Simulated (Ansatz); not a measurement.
# GeH2Si: the cost of one run

Program: Ansatz 0.2.0, Gaussian basis. Level of theory: cc-pVTZ, core rule «outside noble gas», up to 19 orbitals frozen. These are calculated values, not measurements.

The runs, in order: UHF; CCSD(T) on RHF; CCSD(T) on UHF; BCCD(T) on RHF; CCSDT(Q) on RHF; CCSDT(Q) on UHF; CASSCF and NEVPT2, 2 electrons in 2 orbitals; CASSCF and NEVPT2, 10 electrons in 10 orbitals.

## (1) The system

The geometry derives from a PBE0/def2-TZVP stationary point (not a proven minimum). One bond is set to the value named and the two fragments are kept rigid. No spin-orbit coupling is included. The filled d shell of Ge may be among the frozen orbitals whatever the setting's name suggests.

4 atoms, charge 0, spin multiplicity 1.

Atoms are counted from 1 here; the program's logs count them from 0.

Bond lengths: Si1–Ge2 2.151 Å, Si1–H3 1.691 Å, Ge2–H3 1.746 Å. Angles: Ge2–Si1–H3 52.4°, Si1–Ge2–H3 50.1°, Si1–H3–Ge2 77.4°.

## (2) UHF

File in.yaml:

```yaml
crystal:
  periodic: [false, false, false]
  atoms:
    - {symbol: Si, position_ang: [0.000000, -0.008483, 1.578718]}
    - {symbol: Ge, position_ang: [0.000000, -0.028415, -0.571875]}
    - {symbol: H, position_ang: [0.000000, 1.322070, 0.535252]}
    - {symbol: H, position_ang: [0.000000, 0.962071, -3.311311]}
basis:
  gaussian: {orbitals: cc-pVTZ}
magnetization: {spin_polarized: true, initial_magnetization: 0}
hamiltonian: {xc: hf}
output: {orbitals: {seedname: orbitals}}
```

Started as:

```bash
ansatz run in.yaml --threads 1 --pin off --events-out ev --progress --plain --max-ram 2816MiB --backend cpu
```

Q: Estimate wall time and peak memory on 1 thread of AMD EPYC 7R13, shared host.

About 27 s, with a peak of 0.38 GiB.
